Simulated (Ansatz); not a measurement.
The system is GeCN2.

```
Ge N C
1.0
     1.79379    1.03565    4.92196
    -1.79379    1.03565    4.92196
     0.00000   -2.07129    4.92196
Ge N C
1 2 1
Direct
  0.00000 0.00000 0.00000
  0.58390 0.58390 0.58390
  0.41610 0.41610 0.41610
  0.50000 0.50000 0.50000
```

The cell comes from a database or a generator and needn't be the stable form of this composition.

Base run:

```yaml
Program: Ansatz 0.2.0
Functional: r2SCAN
Potentials_or_basis: Ansatz PAW
Cutoff: 500 eV
Density_cutoff: 2000 eV
k_mesh: 9 × 9 × 9
Occupations: fermi-dirac, width 0.05 eV
Spin: no spin polarisation
```

Its results: band gap on the k mesh 1.20 eV, indirect (least direct gap 2.13 eV); pressure -3.2 GPa; largest force 0.501 eV/Å.

Q: The run is repeated on the same cell with these changes: functional from r2SCAN to PBE; cutoff from 500 eV to 420 eV; density cutoff from 2000 eV to 1680 eV. What comes out?

A: Band gap on the k mesh 1.12 eV, indirect (least direct gap 1.97 eV); pressure 0.0 GPa; largest force 0.017 eV/Å.

Caveats: the k mesh misses the band edges, so the gap on the mesh is wider than the one along the path; the PAW data sets come from PBE, with cores solved anew for the run's functional, which leaves a small shift of forces and pressure (some runs).

Not every run made on this cell is shown here.
